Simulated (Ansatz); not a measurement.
**Cl₃H₃SiSn: small, medium and large basis sets**

How large a basis does Cl₃H₃SiSn need? Two functionals are run in growing sets.

Method: one geometry, several basis sets; program: Ansatz 0.2.0, Gaussian basis.

Levels to be run: PBE0-D4/def2-SVP; ωB97M-V/def2-SVP; PBE0-D4/def2-QZVPP; ωB97M-V/def2-QZVPP; the functionals' def2-TZVPP values are taken from earlier runs.

**1. Structure used throughout**

An earlier PBE0-D4 in a triple-zeta def2 set relaxation fixed the geometry. Sn takes the def2 core potential; no spin-orbit term is included.

SMILES `Cl[Si](Cl)(Cl)[SnH3]`, 8 atoms, charge 0, spin multiplicity 1.

Atoms are counted from 1 here; the program's logs count them from 0.

Bond lengths: Cl1–Si2 2.046 Å, Si2–Cl3 2.046 Å, Si2–Cl4 2.046 Å, Si2–Sn5 2.561 Å, Sn5–H6 1.702 Å, Sn5–H7 1.703 Å, Sn5–H8 1.702 Å. Angles: Cl1–Si2–Cl3 107.8°, Cl1–Si2–Cl4 107.8°, Cl1–Si2–Sn5 111.1°, Cl3–Si2–Cl4 107.8°, Cl3–Si2–Sn5 111.0°, Cl4–Si2–Sn5 111.1°, Si2–Sn5–H6 108.7°, Si2–Sn5–H7 108.7°, Si2–Sn5–H8 108.8°, H6–Sn5–H7 110.2°, H6–Sn5–H8 110.2°, H7–Sn5–H8 110.2°.

Coordinates:

```mol
Cl3H3SiSn
  3D, bonds by distance, orders not assigned

  8  7  0  0  0  0  0  0  0  0999 V2000
   -0.6713   -2.2507    1.3848 Cl  0  0
    0.5297   -1.0775    0.2153 Si  0  0
    2.3136   -0.8403    1.1892 Cl  0  0
    0.8953   -2.0923   -1.5234 Cl  0  0
   -0.5684    1.1880   -0.2550 Sn  0  0
   -0.8407    1.9819    1.2262 H   0  0
    0.4786    2.1091   -1.2318 H   0  0
   -2.0446    0.9246   -1.0611 H   0  0
  1  2  8  0
  2  3  8  0
  2  4  8  0
  2  5  8  0
  5  6  8  0
  5  7  8  0
  5  8  8  0
M  END
```

**2. PBE0-D4 in def2-SVP**

File in.yaml:

```yaml
crystal:
  periodic: [false, false, false]
  atoms:
    - {symbol: Cl, position_ang: [-0.671264, -2.250651, 1.384780]}
    - {symbol: Si, position_ang: [0.529739, -1.077475, 0.215320]}
    - {symbol: Cl, position_ang: [2.313611, -0.840287, 1.189164]}
    - {symbol: Cl, position_ang: [0.895280, -2.092320, -1.523401]}
    - {symbol: Sn, position_ang: [-0.568367, 1.188026, -0.255018]}
    - {symbol: H, position_ang: [-0.840681, 1.981900, 1.226221]}
    - {symbol: H, position_ang: [0.478585, 2.109107, -1.231788]}
    - {symbol: H, position_ang: [-2.044603, 0.924600, -1.061077]}
basis:
  gaussian: {orbitals: def2-SVP}
hamiltonian: {xc: pbe0, dispersion: d4}
output: {orbitals: {seedname: orbitals}}
```

The run is started by

```
$ ansatz run in.yaml --threads 4 --pin off --events-out ev --progress --plain --max-ram 10444MiB
```

After this run come: ωB97M-V in def2-SVP; PBE0-D4 in def2-QZVPP; ωB97M-V in def2-QZVPP.

Before running them: what should the planned runs give, taken together? Wanted: PBE0-D4: double and triple zeta above quadruple; ωB97M-V: double and triple zeta above quadruple.

As calculated:

```
                                       quantity           value
PBE0-D4: double and triple zeta above quadruple  17.55, 1.41 eV
ωB97M-V: double and triple zeta above quadruple  17.37, 1.35 eV
```

What this shows: For PBE0-D4 the step from double to triple zeta gains 16.14 eV and the next only 1.41 eV. These are total energies; as a rule much of such shifts cancels in differences, which this series doesn't test. The LUMO of ωB97M-V is positive and keeps falling with the basis (1.31 to 0.70 eV): an unbound level that the basis holds in place.
